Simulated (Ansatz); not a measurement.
# GaHClF (SMILES [F][GaH][Cl]): one structure at several levels

Aim: energy, forces and dipole at a structure displaced at random from a GFN2-xTB minimum, from CCSD(T) and from density functionals.

Program: Ansatz 0.2.0, Gaussian basis. Level of theory: single points in def2-TZVPP. These are calculated values, not measurements.

Cores are frozen in the correlated methods. Filled d shells of the heavier atoms are correlated.

**1. Starting geometry**

SMILES `[F][GaH][Cl]`, 4 atoms, charge 0, spin multiplicity 1.

Atoms are counted from 1 here; the program's logs count them from 0.

Bond lengths: F1–Ga2 1.710 Å, Ga2–Cl3 2.147 Å, Ga2–H4 1.515 Å. Angles: F1–Ga2–Cl3 117.1°, F1–Ga2–H4 109.6°, Cl3–Ga2–H4 131.8°.

Coordinates:

```csv
atom,x (Å),y (Å),z (Å)
F1,-1.6366,0.0362,0.2259
Ga2,0.0334,0.0128,-0.1416
Cl3,1.1239,-1.7607,0.3820
H4,0.4934,1.4094,-0.5048
```

**2. CCSD(T)/def2-TZVPP**

The input, run/in.yaml:

```yaml
crystal:
  periodic: [false, false, false]
  atoms:
    - {symbol: F, position_ang: [-1.636600, 0.036200, 0.225900]}
    - {symbol: Ga, position_ang: [0.033400, 0.012800, -0.141600]}
    - {symbol: Cl, position_ang: [1.123900, -1.760700, 0.382000]}
    - {symbol: H, position_ang: [0.493400, 1.409400, -0.504800]}
basis:
  gaussian: {orbitals: def2-TZVPP}
correlation: {method: ccsd_t}
output: {forces: true}
```

The command line of these runs was not kept.

**3. PBE0-D4/def2-TZVPP**

Edit run/in.yaml of step 2 so:

```diff
@@ -9,3 +9,3 @@
   gaussian: {orbitals: def2-TZVPP}
-correlation: {method: ccsd_t}
-output: {forces: true}
+hamiltonian: {xc: pbe0, dispersion: d4}
+output: {forces: true, orbitals: {seedname: orbitals}}
```

**4. wB97M-V/def2-TZVPP**

Edit run/in.yaml of step 3 so:

```diff
@@ -9,3 +9,3 @@
   gaussian: {orbitals: def2-TZVPP}
-hamiltonian: {xc: pbe0, dispersion: d4}
-output: {forces: true, orbitals: {seedname: orbitals}}
+hamiltonian: {xc: {name: wB97M-V}}
+output: {forces: true}
```

**5. r2SCAN-D4/def2-TZVPP**

Edit run/in.yaml of step 4 so:

```diff
@@ -9,3 +9,3 @@
   gaussian: {orbitals: def2-TZVPP}
-hamiltonian: {xc: {name: wB97M-V}}
+hamiltonian: {xc: r2scan, dispersion: d4}
 output: {forces: true}
```

**6. PBE-D4/def2-TZVPP**

Edit run/in.yaml of step 5 so:

```diff
@@ -9,3 +9,3 @@
   gaussian: {orbitals: def2-TZVPP}
-hamiltonian: {xc: r2scan, dispersion: d4}
+hamiltonian: {xc: pbe, dispersion: d4}
 output: {forces: true}
```

**7. wB97X-V/def2-TZVPP**

Edit run/in.yaml of step 6 so:

```diff
@@ -9,3 +9,3 @@
   gaussian: {orbitals: def2-TZVPP}
-hamiltonian: {xc: pbe, dispersion: d4}
+hamiltonian: {xc: {name: wB97X-V}}
 output: {forces: true}
```

**8. r2SCANh-D4/def2-TZVPP**

Edit run/in.yaml of step 7 so:

```diff
@@ -9,3 +9,3 @@
   gaussian: {orbitals: def2-TZVPP}
-hamiltonian: {xc: {name: wB97X-V}}
+hamiltonian: {xc: {name: r2SCANh}, dispersion: d4}
 output: {forces: true}
```

(Steps that only read results are left out.)

**Question.** What will these runs give? Wanted: energy less free atoms, CCSD(T)/def2-TZVPP; RMS force component; RMS force error; HOMO and LUMO, PBE0-D4; T1 diagnostic.

As calculated:

| quantity | value |
| --- | --- |
| energy less free atoms, CCSD(T)/def2-TZVPP | -1109.3 kJ/mol |
| RMS force component | 0.493 to 0.686 eV/Å over the methods |
| RMS force error | PBE0-D4 0.042, wB97M-V 0.066, r2SCAN-D4 0.035, PBE-D4 0.232, wB97X-V 0.064, r2SCANh-D4 0.066 eV/Å |
| HOMO and LUMO, PBE0-D4 | -9.38 and -1.80 eV |
| T1 diagnostic | 0.013 |

Against CCSD(T) the functionals' energies less atoms differ by -26.7 to +4.0 kJ/mol, PBE-D4 by -18.9 kJ/mol. CCSD(T) in triple zeta still lacks some correlation energy of the bonds, so part of these gaps is its own basis error and they don't rank the functionals. The forces of r2SCAN-D4 come nearest to CCSD(T), those of PBE-D4 are farthest.
